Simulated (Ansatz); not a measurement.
# YCl: the cost of one run

All numbers are computed with Ansatz 0.2.0, driven from Python. Level of theory: DFT PBEsol, plane waves, PAW.

### Step 1. The system

The structure is trigonal, space group R-3m (No. 166). The conventional cell has a = 3.752 Å, b = 3.752 Å, c = 27.525 Å, α = 90.00°, β = 90.00°, γ = 120.00°. Y (site symmetry 3m) is surrounded by 3 Cl at 2.75 Å. Around Cl (site symmetry 3m) lie 3 Y at 2.75 Å.

The script holds or builds the structure itself.

### Step 2. Script

File edit_ycl.py:

```python
# -*- coding: utf-8 -*-
"""Keys set on an Input object, for YCl."""

import warnings

import ansatz

SETTINGS = {
    "functional": "pbesol",
    "ecut": 470,
    "mesh": (7, 7, 7),
    "smearing": "fermi_dirac",
    "sigma": 0.1,
}


def main():
    warnings.simplefilter("ignore", ansatz.DeckWarning)

    xtal = (
        ansatz.Lattice.of([1.87615, 1.083196, 9.175], [-1.87615, 1.083196, 9.175], [0.0, -2.166391, 9.175])
        .atom("Y", [0.21683, 0.21683, 0.21683])
        .atom("Y", [0.78317, 0.78317, 0.78317])
        .atom("Cl", [0.3883, 0.3883, 0.3883])
        .atom("Cl", [0.6117, 0.6117, 0.6117])
    )

    job = (
        xtal.calculation()
        .functional(SETTINGS["functional"])
        .basis(SETTINGS["ecut"])
        .kpoints(*SETTINGS["mesh"])
        .occupations(SETTINGS["smearing"], width=SETTINGS["sigma"])
        .band_table()
    )
    typed = job.input()
    rows = []
    for value in [0.1, 0.3, 0.6]:
        edited = typed.set(ansatz.key.scf.mixing.beta, value)
        summary = ansatz.Session.from_dict(edited).plan().execute().report
        rows.append((value, summary["free_energy_ev"], summary["n_iterations"], len(summary["eigenvalues_ev"][0]) if "eigenvalues_ev" in summary else 0))
    lines = [",".join(["beta", "F eV", "iterations", "bands listed"])] + [",".join(f"{v:.4f}" if isinstance(v, float) else str(v) for v in row) for row in rows]
    print("\n".join(lines))
    with open("edit.csv", "w") as handle:
        handle.write("\n".join(lines) + "\n")
    print(edited.to_yaml())


if __name__ == "__main__":
    main()
```

### Step 3. Running it

Started as:

```
$ python edit_ycl.py
```

**Question.** How long does this script take on 1 thread of Arm Neoverse V2, shared host, and how much memory does it need?

About 14 s, with a peak of 0.46 GiB.
